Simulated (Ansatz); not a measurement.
# Al2O3: the cost of one run

Program: Ansatz 0.2.0. Level of theory: DFT r2SCAN, scalar-relativistic, plane waves, PAW. These are calculated values, not measurements.

1 further run of the same task is left out (set aside as unsound or not needed).

### 1 The starting structure

Symmetry: R-3c, No. 167, trigonal system. Conventional cell: a = 4.759 Å, b = 4.759 Å, c = 12.995 Å, α = 90.00°, β = 90.00°, γ = 120.00°. Al (site symmetry 3) has 6 O at 1.86 to 1.97 Å in its first shell of neighbours. O (site symmetry 2) has 4 Al at 1.86 to 1.97 Å in its first shell of neighbours.

Coordinates:

```cif
data_structure
_symmetry_space_group_name_H-M 'R-3c:H'
_symmetry_Int_Tables_number 167
_cell_length_a 4.7591
_cell_length_b 4.7591
_cell_length_c 12.9949
_cell_angle_alpha 90.000
_cell_angle_beta 90.000
_cell_angle_gamma 120.000
_cell_volume 254.89
loop_
_atom_site_label
_atom_site_type_symbol
_atom_site_symmetry_multiplicity
_atom_site_Wyckoff_symbol
_atom_site_fract_x
_atom_site_fract_y
_atom_site_fract_z
_atom_site_occupancy
Al1 Al 12 c 0.00000 0.00000 0.35192 1
O1 O 18 e 0.30639 0.00000 0.25000 1
```

This cell was relaxed beforehand with the same method: volume 8.50 Å³/atom, gap on the mesh 7.14 eV.

### 2 Zero of the scan

File input.yaml:

```yaml
crystal:
  lattice:
    - [2.3795714516, 1.3738462181, 4.331635813]
    - [-2.3795714516, 1.3738462181, 4.331635813]
    - [0.0, -2.7476924363, 4.331635813]
  atoms:
    - { symbol: Al, position: [0.8519165699, 0.8519165699, 0.8519165699] }
    - { symbol: Al, position: [0.6480834301, 0.6480834301, 0.6480834301] }
    - { symbol: Al, position: [0.1480834301, 0.1480834301, 0.1480834301] }
    - { symbol: Al, position: [0.3519165699, 0.3519165699, 0.3519165699] }
    - { symbol: O, position: [0.0563854984, 0.4436145016, 0.75] }
    - { symbol: O, position: [0.75, 0.0563854984, 0.4436145016] }
    - { symbol: O, position: [0.4436145016, 0.75, 0.0563854984] }
    - { symbol: O, position: [0.9436145016, 0.5563854984, 0.25] }
    - { symbol: O, position: [0.25, 0.9436145016, 0.5563854984] }
    - { symbol: O, position: [0.5563854984, 0.25, 0.9436145016] }
basis:
  ecutwfc: 500
kpoints:
  mp_grid: { grid: [6, 6, 6] }
hamiltonian:
  xc: r2scan
scf:
  occupations: { method: gaussian, width: 0.05 }
output:
  forces: true
  stress: true
  eigenvalues: true
```

The run is started by

```
ansatz run input.yaml --threads 2 --pin off --max-ram 5120MiB --backend cpu --events-out ev --progress --plain --runs-dir out
```

What time and memory should one allow on 2 threads of Intel Xeon at 2.50GHz (Skylake/Cascade Lake), shared host?

About 16 s, with a peak of 0.69 GiB.
